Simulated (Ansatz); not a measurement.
**C2H3F2NSn: basis-set convergence**

The task here is to estimate one member of a computed series from the others.

Program: Ansatz 0.2.0, Gaussian basis. Level of theory: one geometry, several basis sets. These are calculated values, not measurements.

The runs, in order: PBE0-D4/def2-SVP; ωB97M-V/def2-SVP; PBE0-D4/def2-QZVPP; ωB97M-V/def2-QZVPP; the functionals' def2-TZVPP values are taken from earlier runs.

### The geometry

All runs share one geometry, relaxed beforehand with PBE0-D4 in a triple-zeta def2 set. Sn takes the def2 core potential; no spin-orbit term is included.

SMILES `[CH3][Sn]([F])([F])[C]#N`, 9 atoms, charge 0, spin multiplicity 1.

Atoms are counted from 1 here; the program's logs count them from 0.

Bond lengths: C1–Sn2 2.101 Å, C1–H7 1.089 Å, C1–H8 1.089 Å, C1–H9 1.089 Å, Sn2–F3 1.901 Å, Sn2–F4 1.901 Å, Sn2–C5 2.097 Å, C5–N6 1.152 Å. Angles: Sn2–C1–H7 109.0°, Sn2–C1–H8 109.0°, Sn2–C1–H9 108.2°, H7–C1–H8 110.2°, H7–C1–H9 110.2°, H8–C1–H9 110.2°, C1–Sn2–F3 111.6°, C1–Sn2–F4 111.6°, C1–Sn2–C5 118.6°, F3–Sn2–F4 104.1°, F3–Sn2–C5 104.9°, F4–Sn2–C5 104.9°, Sn2–C5–N6 175.9°.

The first run:

Contents of in.yaml:

```yaml
crystal:
  periodic: [false, false, false]
  atoms:
    - {symbol: C, position_ang: [-0.602601, -1.061857, 0.895966]}
    - {symbol: Sn, position_ang: [0.438610, 0.058737, -0.544949]}
    - {symbol: F, position_ang: [2.312765, -0.239504, -0.442144]}
    - {symbol: F, position_ang: [-0.018017, -0.476055, -2.310578]}
    - {symbol: C, position_ang: [0.224906, 2.144577, -0.542460]}
    - {symbol: N, position_ang: [0.056494, 3.281912, -0.476534]}
    - {symbol: H, position_ang: [-1.670182, -0.878731, 0.784736]}
    - {symbol: H, position_ang: [-0.270450, -0.759882, 1.888006]}
    - {symbol: H, position_ang: [-0.382925, -2.115496, 0.730755]}
basis:
  gaussian: {orbitals: def2-SVP}
hamiltonian: {xc: pbe0, dispersion: d4}
output: {orbitals: {seedname: orbitals}}
```

Run with:

```sh
> ansatz run in.yaml --threads 2 --pin off --events-out ev --progress --plain --max-ram 20480MiB --backend cpu
```

Steps of the session up to this table: PBE0-D4 in def2-SVP; ωB97M-V in def2-SVP; PBE0-D4 in def2-QZVPP; ωB97M-V in def2-QZVPP.

One table of the session follows, with a row left open; its other results are not shown here.

It belongs to the step «Functionals by basis». 

```
functional       basis  HOMO (eV)
   PBE0-D4    def2-SVP     -10.02
   PBE0-D4  def2-TZVPP     -10.12
   PBE0-D4  def2-QZVPP     -10.13
   ωB97M-V    def2-SVP     -12.25
   ωB97M-V  def2-TZVPP     -12.38
   ωB97M-V  def2-QZVPP          ?
```

Q: Estimate the row for ωB97M-V, def2-QZVPP from the others.

**Answer.** HOMO (eV): -12.39. In the column «HOMO (eV)» it is the lowest.
